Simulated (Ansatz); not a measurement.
CaCoAu3:

```
Ca Co Au
1.0
     4.85104    0.00000    0.00000
     0.00000    4.85104    0.00000
     0.00000    0.00000    4.85104
Ca Co Au
1 1 3
Cartesian
  0.0000 0.0000 0.0000
  2.4255 2.4255 2.4255
  0.0000 2.4255 2.4255
  2.4255 0.0000 2.4255
  2.4255 2.4255 0.0000
```

The cell was built by a generator and needn't be a form met in nature.

| Quantity | Value |
| --- | --- |
| Program | Ansatz 0.2.0 |
| Task | relaxation of cell and atoms |
| Functional | PBE |
| Dispersion | D4 |
| Potentials or basis | Ansatz PAW |
| Cutoff | 420 eV (not typed: the program's choice for these potentials) |
| k mesh | 5 × 5 × 5 |
| Occupations | fermi-dirac, width 0.05 eV |
| Spin | collinear spin, ferromagnetic start |
| Starting moments | [0.0, 2.0, 0.0, 0.0, 0.0] μB |

At the start: volume 22.83 Å³/atom.

**Question.** Where does the relaxation end?

**Answer.** It ends after 5 steps and the volume is 22.03 Å³/atom (-3.5 %); space group Pm-3m (No. 221, to 0.05 Å); moment 1.58 μB per cell.

The path:
```csv
step,energy change (eV),largest force (eV/Å),volume (Å³)
1,0.0000,0.0000,114.16
2,-0.0299,0.0000,110.78
3,-0.0309,0.0000,109.98
4,-0.0309,0.0000,110.15
5,-0.0296,0.0000,110.15
```

Final structure:
```
CELL_PARAMETERS angstrom
4.79363 0.00000 0.00000
0.00000 4.79363 0.00000
0.00000 0.00000 4.79363
ATOMIC_POSITIONS crystal
Ca 0.00000 0.00000 0.00000
Co 0.50000 0.50000 0.50000
Au 0.00000 0.50000 0.50000
Au 0.50000 0.00000 0.50000
Au 0.50000 0.50000 0.00000
```

Caveat: the plane-wave basis is chosen anew once the cell has moved, so the energies of steps on either side of that aren't comparable; pairwise dispersion overbinds metals, which lowers pressure and volume.
